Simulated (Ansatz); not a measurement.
# HSeO− (SMILES [O-][SeH]): one structure at several levels

The atoms stand at a structure displaced at random from a GFN2-xTB minimum. How far do the functionals agree with CCSD(T) there?

Computed with Ansatz 0.2.0, Gaussian basis. Level: single points in def2-TZVPPD.

Correlated methods freeze the cores. Filled d shells of the heavier atoms are correlated.

**1. Starting geometry**

SMILES `[O-][SeH]`, 3 atoms, charge -1, spin multiplicity 1.

Atoms are counted from 1 here; the program's logs count them from 0.

Bond lengths: O1–Se2 1.751 Å, Se2–H3 1.529 Å. Angles: O1–Se2–H3 105.7°.

Geometry (Å):

```
O    -0.8961    1.0088   -0.3701
Se   -0.2292   -0.6027   -0.2116
H     1.1078   -0.4270    0.5087
```

**2. CCSD(T)/def2-TZVPPD**

The input, run/in.yaml:

```yaml
crystal:
  periodic: [false, false, false]
  atoms:
    - {symbol: O, position_ang: [-0.896100, 1.008800, -0.370100]}
    - {symbol: Se, position_ang: [-0.229200, -0.602700, -0.211600]}
    - {symbol: H, position_ang: [1.107800, -0.427000, 0.508700]}
basis:
  gaussian: {orbitals: "def2-TZVPPD.json"}
total_charge: -1
correlation: {method: ccsd_t}
output: {forces: true}
```

The basis file named in the input lies beside it (Basis Set Exchange, JSON).

The command line of these runs was not kept.

**3. PBE0-D4/def2-TZVPPD**

run/in.yaml: that of step 2 with these lines changed.

```diff
@@ -9,3 +9,3 @@
 total_charge: -1
-correlation: {method: ccsd_t}
-output: {forces: true}
+hamiltonian: {xc: pbe0, dispersion: d4}
+output: {forces: true, orbitals: {seedname: orbitals}}
```

**4. wB97M-V/def2-TZVPPD**

run/in.yaml: that of step 3 with these lines changed.

```diff
@@ -9,3 +9,3 @@
 total_charge: -1
-hamiltonian: {xc: pbe0, dispersion: d4}
-output: {forces: true, orbitals: {seedname: orbitals}}
+hamiltonian: {xc: {name: wB97M-V}}
+output: {forces: true}
```

**5. r2SCAN-D4/def2-TZVPPD**

run/in.yaml: that of step 4 with these lines changed.

```diff
@@ -9,3 +9,3 @@
 total_charge: -1
-hamiltonian: {xc: {name: wB97M-V}}
+hamiltonian: {xc: r2scan, dispersion: d4}
 output: {forces: true}
```

**6. PBE-D4/def2-TZVPPD**

run/in.yaml: that of step 5 with these lines changed.

```diff
@@ -9,3 +9,3 @@
 total_charge: -1
-hamiltonian: {xc: r2scan, dispersion: d4}
+hamiltonian: {xc: pbe, dispersion: d4}
 output: {forces: true}
```

**7. B97M-V/def2-TZVPPD**

run/in.yaml: that of step 6 with these lines changed.

```diff
@@ -9,3 +9,3 @@
 total_charge: -1
-hamiltonian: {xc: pbe, dispersion: d4}
+hamiltonian: {xc: {name: B97M-V}}
 output: {forces: true}
```

**8. LC-wPBE/def2-TZVPPD**

run/in.yaml: that of step 7 with these lines changed.

```diff
@@ -9,3 +9,3 @@
 total_charge: -1
-hamiltonian: {xc: {name: B97M-V}}
+hamiltonian: {xc: {name: LC-wPBE}}
 output: {forces: true}
```

(Steps that only read results are left out.)

Before running it: what results should come out? Wanted: RMS force component; RMS force error; HOMO and LUMO, PBE0-D4; T1 diagnostic.

**Answer**, as computed:

| quantity | value |
| --- | --- |
| RMS force component | 0.123 to 0.547 eV/Å over the methods |
| RMS force error | PBE0-D4 0.236, wB97M-V 0.152, r2SCAN-D4 0.160, PBE-D4 0.239, B97M-V 0.321, LC-wPBE 0.353 eV/Å |
| HOMO and LUMO, PBE0-D4 | 0.50 and 3.82 eV |
| T1 diagnostic | 0.017 |

**Reading.** The forces of wB97M-V come nearest to CCSD(T), those of LC-wPBE are farthest. Frozen-core CCSD(T) forces in triple zeta carry basis errors of their own, and this is one geometry, so small gaps rank nothing.
